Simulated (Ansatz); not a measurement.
**CH₈OSSi₂: one species, many methods**

An exercise on one series of results from a longer session: the logs are not shown, and one member is left open.

Computed with Ansatz 0.2.0, Gaussian basis. Level: functionals in def2-TZVPP, the program's frozen cores in correlated methods.

Plan: PBE-D4, r2SCAN-D4, PBE0-D4, B3LYP-D4, ωB97X-V, ωB97M-V, B2PLYP; CCSD(T)/def2-TZVPP; MP2/def2-QZVPP; extrapolation to the limit.

### Structure used throughout

All runs share one geometry, relaxed beforehand with PBE0-D4 in a triple-zeta def2 set.

SMILES `O[SiH2]SC[SiH3]`, 13 atoms, charge 0, spin multiplicity 1.

Atoms are counted from 1 here; the program's logs count them from 0.

Bond lengths: O1–Si2 1.642 Å, O1–H6 0.959 Å, Si2–S3 2.138 Å, Si2–H7 1.479 Å, Si2–H8 1.490 Å, S3–C4 1.827 Å, C4–Si5 1.878 Å, C4–H9 1.092 Å, C4–H10 1.092 Å, Si5–H11 1.490 Å, Si5–H12 1.484 Å, Si5–H13 1.487 Å. Angles: Si2–O1–H6 116.7°, O1–Si2–S3 108.9°, O1–Si2–H7 104.4°, O1–Si2–H8 113.5°, S3–Si2–H7 114.2°, S3–Si2–H8 105.6°, H7–Si2–H8 110.5°, Si2–S3–C4 101.0°, S3–C4–Si5 110.5°, S3–C4–H9 110.1°, S3–C4–H10 105.7°, Si5–C4–H9 112.0°, Si5–C4–H10 110.8°, H9–C4–H10 107.5°, C4–Si5–H11 110.9°, C4–Si5–H12 109.5°, C4–Si5–H13 108.6°, H11–Si5–H12 109.6° and more.

The first run:

File in.yaml:

```yaml
crystal:
  periodic: [false, false, false]
  atoms:
    - {symbol: O, position_ang: [-1.746952, 2.183735, 1.740041]}
    - {symbol: Si, position_ang: [-0.679204, 1.020425, 1.291144]}
    - {symbol: S, position_ang: [-0.240752, 1.248339, -0.788613]}
    - {symbol: C, position_ang: [-0.125854, -0.497608, -1.313829]}
    - {symbol: Si, position_ang: [1.482634, -1.259624, -0.713120]}
    - {symbol: H, position_ang: [-2.509517, 2.310980, 1.172381]}
    - {symbol: H, position_ang: [0.483514, 1.226908, 2.181044]}
    - {symbol: H, position_ang: [-1.209974, -0.363806, 1.438988]}
    - {symbol: H, position_ang: [-0.998270, -1.052829, -0.963153]}
    - {symbol: H, position_ang: [-0.164426, -0.481317, -2.405154]}
    - {symbol: H, position_ang: [1.580004, -2.688930, -1.121658]}
    - {symbol: H, position_ang: [2.629233, -0.503515, -1.274579]}
    - {symbol: H, position_ang: [1.519965, -1.177558, 0.771211]}
basis:
  gaussian: {orbitals: def2-TZVPP}
hamiltonian: {xc: pbe, dispersion: d4}
output: {forces: true, orbitals: {seedname: orbitals}}
```

Command:

```
$ ansatz run in.yaml --threads 4 --pin off --events-out ev --progress --plain --max-ram 10444MiB
```

Steps of the session up to this table: PBE-D4 (GGA); r2SCAN-D4 (meta-GGA); PBE0-D4 (hybrid); B3LYP-D4 (hybrid); ωB97X-V (range-separated); ωB97M-V (range-separated); B2PLYP (double hybrid); CCSD(T) in def2-TZVPP; MP2 in def2-QZVPP.

One of the session's tables, all rows but one given; the rest of the session is left out.

```
            method  atomisation energy (eV)
            PBE-D4                   45.496
         r2SCAN-D4                   45.428
           PBE0-D4                   45.038
          B3LYP-D4                   45.253
           ωB97X-V                   45.677
           ωB97M-V                   45.573
            B2PLYP                   44.703
     HF/def2-TZVPP                   33.448
    MP2/def2-TZVPP                   44.600
   CCSD/def2-TZVPP                   43.653
CCSD(T)/def2-TZVPP                   44.236
           MP2/CBS                   45.903
       CCSD(T)/CBS                        ?
```

**Question.** Estimate the row for CCSD(T)/CBS.

**Answer.** atomisation energy (eV): 45.538. In the column «atomisation energy (eV)» it lies between PBE-D4 (45.496) and ωB97M-V (45.573).

Caveats from the session: Free atoms (1 O, 2 Si, 1 S, 1 C, 8 H) were run apart at each level; the atomisation energy is their sum less the molecule, without zero-point or spin-orbit terms.
